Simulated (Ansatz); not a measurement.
Here is an Ansatz input file for Rb3Hg, space group Fm-3m. Write the same calculation for the Python package.

```yaml
crystal:
  lattice:
    - [0.0, 5.026909, 5.026909]
    - [5.026909, 0.0, 5.026909]
    - [5.026909, 5.026909, 0.0]
  atoms:
    - { symbol: Rb, position: [0.25, 0.25, 0.25] }
    - { symbol: Rb, position: [0.75, 0.75, 0.75] }
    - { symbol: Rb, position: [0.5, 0.5, 0.5] }
    - { symbol: Hg, position: [0.0, 0.0, 0.0] }
basis:
  ecutwfc: 260.0
  xc_grid: 3
kpoints:
  mp_grid:
    grid: [6, 6, 6]
hamiltonian:
  xc: pbesol
scf:
  max_iter: 60
  occupations:
    method: fermi_dirac
phonons:
  method: dfpt
  qpoints:
    - [0.0, 0.0, 0.0]
    - [0.5, 0.5, 0.5]
```

`dfpt_rb3hg.py`
```python
from pathlib import Path

import ansatz as az
import numpy as np

lattice = az.Lattice.of(
    (0.0, 5.026909, 5.026909),
    (5.026909, 0.0, 5.026909),
    (5.026909, 5.026909, 0.0),
)
sites = [
    ("Rb", (0.25, 0.25, 0.25)),
    ("Rb", (0.75, 0.75, 0.75)),
    ("Rb", (0.5, 0.5, 0.5)),
    ("Hg", (0.0, 0.0, 0.0)),
]
rb3hg = az.Crystal(lattice=lattice)
for symbol, position in sites:
    rb3hg = rb3hg.atom(symbol, position)

calculation = (
    rb3hg.calculation()
    .scf(max_iterations=60)
    .functional("pbesol")
    .occupations(az.OccupationsMethod.FERMI_DIRAC)
    .basis(260, xc_grid=3)
    .kpoints(6, 6, 6)
    .phonons("dfpt", points=[(0, 0, 0), (0.5, 0.5, 0.5)])
)
done = calculation.run(runs_dir="runs")
ph = done.phonons

for q in ph.qpoints:
    print("q =", np.round(q.q_frac, 3), "1/cm:", " ".join(f"{w:.1f}" for w in q.omega_inv_cm))
```

```console
$ python dfpt_rb3hg.py
DeckWarning: basis.ecutwfc = 260 eV is below the records' recommended 420 eV, and the density's cutoff is lower with it unless basis.ecutrho_ratio is high enough to keep the records' density cutoff: compare with a run at a higher cutoff
q = [0. 0. 0.] 1/cm: -4.0 -4.0 -4.0 -0.0 -0.0 0.0 45.8 45.8 45.8 50.9 50.9 50.9
q = [0.5 0.5 0.5] 1/cm: -7.3 -7.3 3.5 3.5 12.2 13.0 37.8 38.9 38.9 49.2 55.5 55.5
```
(Warnings from the package without file and line.)

Notes:
- These settings explore the input space; cutoff and mesh may be short of convergence.
- The cutoff lies under the one recommended for these potentials.
- The cell isn't relaxed first, so the values belong to this volume.
- A negative frequency stands for an imaginary mode.
- Spin-orbit coupling, which matters for elements this heavy, is left out.
- The structure comes from a database of computed cells and needn't be a stable or known phase.
- The structure is taken as given; imaginary modes can come from an unrelaxed or unstable start. Phonons of metals also depend on mesh and smearing.
- Run time: 110 s on 1 thread of Arm Neoverse V2, with other jobs on the host, peak memory 1.2 GiB.

(Lines on the test bed's own set-up are left out of the output.)
